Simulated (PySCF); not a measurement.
**The bond of AlSn, level by level**

One job finds the state of AlSn, follows it along the bond with each method and fits the curves.

The runs use PySCF 2.14.0; Al def2-SVPD, Sn def2-SVPD with ECP28, scalar-relativistic core potentials.

**1. The job**

Settings of the job:

| Item | Value |
| --- | --- |
| atoms | Al, Sn |
| charge | 0 |
| basis | Al def2-SVPD, Sn def2-SVPD with ECP28 |
| Hamiltonian | scalar-relativistic core potentials |
| basis functions | 56 |
| electrons treated | 35 |
| masses in u | 26.9815, 119.9022 |
| levels | PBE0, PBE, r²SCAN, M06-L, B2PLYP, MN15, LC-ωPBE, HF, MP2, SCS-MP2, CCSD, CCSD(T) |
| grid | 80 radial by 434 angular points |
| occupations | held fixed by the projection of orbital angular momentum |
| dissociation limit | Al + Sn, each in its ground configuration |
| starting distance in angstrom | 2.545 |
| values of 2S to try | 1, 3 |

Launch:

```sh
OMP_NUM_THREADS=1 python dia.py task.json out
```

After this run come: The PBE0 curve of the state that the search chose; Higher solutions at PBE0; PBE; r²SCAN (meta-GGA); M06-L (meta-GGA); B2PLYP; MN15; LC-ωPBE (range-separated hybrid); UHF; Adding correlation.

Q: Predict the outcome of this session. Wanted: for each run, Re; ωe; De; μ.

As calculated:

Lowest PBE0 solution found, without spin–orbit coupling: ⁴Σ⁻ (quartet), unpaired electrons σ ↑, π ↑↑. State 2 has its PBE0 minimum 0.28 eV higher, as a spin-mixed determinant (⟨S²⟩ = 1.77), so this is no gap between pure states. State 3 has its PBE0 minimum 0.35 eV higher, as a spin-mixed determinant (⟨S²⟩ = 1.77), so this is no gap between pure states. State 4 has its PBE0 minimum 0.95 eV higher. The other levels ran on the lowest alone.

```csv
level,Re (Å),ωe (cm⁻¹),De (eV),μ (D)
UHF,2.737,238.6,1.34,-1.78
UHF-MP2,2.665,270.2,1.99,n/a
UHF-SCS-MP2,2.671,267.2,1.78,n/a
UHF-CCSD,2.690,261.1,1.84,n/a
UHF-CCSD(T),2.685,263.5,1.95,n/a
PBE,2.682,256.4,2.38,-0.53
r²SCAN,2.658,267.1,2.38,-0.76
M06-L,2.655,269.9,2.37,-0.11
PBE0,2.661,266.2,2.24,-0.76
MN15,2.656,262.6,2.45,-1.17
LC-ωPBE,2.628,276.6,1.95,-1.13
B2PLYP,2.674,262.1,2.02,-1.17
```

De is counted to Al + Sn in their ground configurations. A positive dipole means Al(−)Sn(+).

Differences from CCSD(T) in the same basis:

```csv
level,Re (mÅ),ωe (%)
UHF,+52,-9.4
UHF-MP2,-20,+2.5
UHF-SCS-MP2,-15,+1.4
UHF-CCSD,+5,-0.9
PBE,-3,-2.7
r²SCAN,-27,+1.4
M06-L,-30,+2.4
PBE0,-25,+1.0
MN15,-29,-0.3
LC-ωPBE,-57,+5.0
B2PLYP,-11,-0.5
```

**Reading.** Against CCSD(T) in the same basis, the bond length is nearest at PBE (-3 mÅ) and farthest at LC-ωPBE (-57 mÅ); the wavenumber is nearest at MN15 (-0.3 %) and farthest at UHF (-9.4 %). CCSD(T) in a basis this small is itself some way from its limit, more so than the functionals. Of the levels with a De here, UHF gives the least (1.34 eV) and MN15 the most (2.45 eV).

Correlated steps freeze 9 core orbitals. Spin–orbit coupling is left out, which matters for elements this heavy, above all for dissociation energies. B2PLYP dipoles, levels and charges come from its SCF part alone.
